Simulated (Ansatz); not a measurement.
**Si₂SbH₆ radical: how energies converge with the basis set**

One table from this session's results is given with a row withheld; the runs are named, their logs left out.

Program: Ansatz 0.2.0, Gaussian basis. Level of theory: one geometry, several basis sets. These are calculated values, not measurements.

The runs, in order: PBE0-D4/def2-SVP; ωB97M-V/def2-SVP; PBE0-D4/def2-QZVPP; ωB97M-V/def2-QZVPP; the functionals' def2-TZVPP values are taken from earlier runs.

### Structure used throughout

An earlier PBE0-D4 in a triple-zeta def2 set relaxation fixed the geometry. Sb takes the def2 core potential; no spin-orbit term is included.

SMILES `[SiH3][Sb][SiH3]`, 9 atoms, charge 0, spin multiplicity 2.

Atoms are counted from 1 here; the program's logs count them from 0.

Bond lengths: Si1–Sb2 2.565 Å, Si1–H4 1.488 Å, Si1–H5 1.487 Å, Si1–H6 1.488 Å, Sb2–Si3 2.565 Å, Si3–H7 1.487 Å, Si3–H8 1.488 Å, Si3–H9 1.488 Å. Angles: Sb2–Si1–H4 110.4°, Sb2–Si1–H5 110.1°, Sb2–Si1–H6 110.4°, H4–Si1–H5 108.7°, H4–Si1–H6 108.5°, H5–Si1–H6 108.7°, Si1–Sb2–Si3 88.3°, Sb2–Si3–H7 110.1°, Sb2–Si3–H8 110.4°, Sb2–Si3–H9 110.4°, H7–Si3–H8 108.7°, H7–Si3–H9 108.7°, H8–Si3–H9 108.5°.

As a file:

```xyz
9
charge 0, multiplicity 2
Si   -0.7793    1.2081   -1.0489
Sb    1.6704    0.5250   -0.7151
Si    0.8734   -1.1947    1.0130
H    -1.5834    0.0442   -1.5115
H    -0.8743    2.2884   -2.0660
H    -1.3579    1.7039    0.2297
H     2.0346   -1.9451    1.5599
H    -0.0680   -2.1619    0.3858
H     0.1730   -0.5141    2.1361
```

Set-up of the first run:

Input file in.yaml:

```yaml
crystal:
  periodic: [false, false, false]
  atoms:
    - {symbol: Si, position_ang: [-0.779323, 1.208108, -1.048850]}
    - {symbol: Sb, position_ang: [1.670360, 0.524983, -0.715147]}
    - {symbol: Si, position_ang: [0.873407, -1.194687, 1.013023]}
    - {symbol: H, position_ang: [-1.583351, 0.044243, -1.511506]}
    - {symbol: H, position_ang: [-0.874333, 2.288397, -2.066038]}
    - {symbol: H, position_ang: [-1.357899, 1.703855, 0.229686]}
    - {symbol: H, position_ang: [2.034649, -1.945140, 1.559886]}
    - {symbol: H, position_ang: [-0.067991, -2.161908, 0.385845]}
    - {symbol: H, position_ang: [0.172981, -0.514051, 2.136099]}
basis:
  gaussian: {orbitals: def2-SVP}
magnetization: {spin_polarized: true, initial_magnetization: 1}
hamiltonian: {xc: pbe0, dispersion: d4}
output: {orbitals: {seedname: orbitals}}
```

Launch:

```
> ansatz run in.yaml --threads 4 --pin off --events-out ev --progress --plain --max-ram 10444MiB
```

Among the steps run: PBE0-D4 in def2-SVP; ωB97M-V in def2-SVP; PBE0-D4 in def2-QZVPP; ωB97M-V in def2-QZVPP.

One table of the session follows, with a row left open; its other results are not shown here.

It belongs to the step «Density functionals: the series». 

| functional | basis | HOMO (eV) | LUMO (eV) |
| --- | --- | --- | --- |
| PBE0-D4 | def2-SVP | ? | ? |
| PBE0-D4 | def2-TZVPP | -6.42 | -3.40 |
| PBE0-D4 | def2-QZVPP | -6.43 | -3.41 |
| ωB97M-V | def2-SVP | -8.30 | -1.54 |
| ωB97M-V | def2-TZVPP | -8.35 | -1.67 |
| ωB97M-V | def2-QZVPP | -8.36 | -1.68 |

Estimate the missing values for PBE0-D4, def2-SVP.

The run gave: HOMO (eV): -6.40; LUMO (eV): -3.38. In the column «HOMO (eV)» it is the highest.
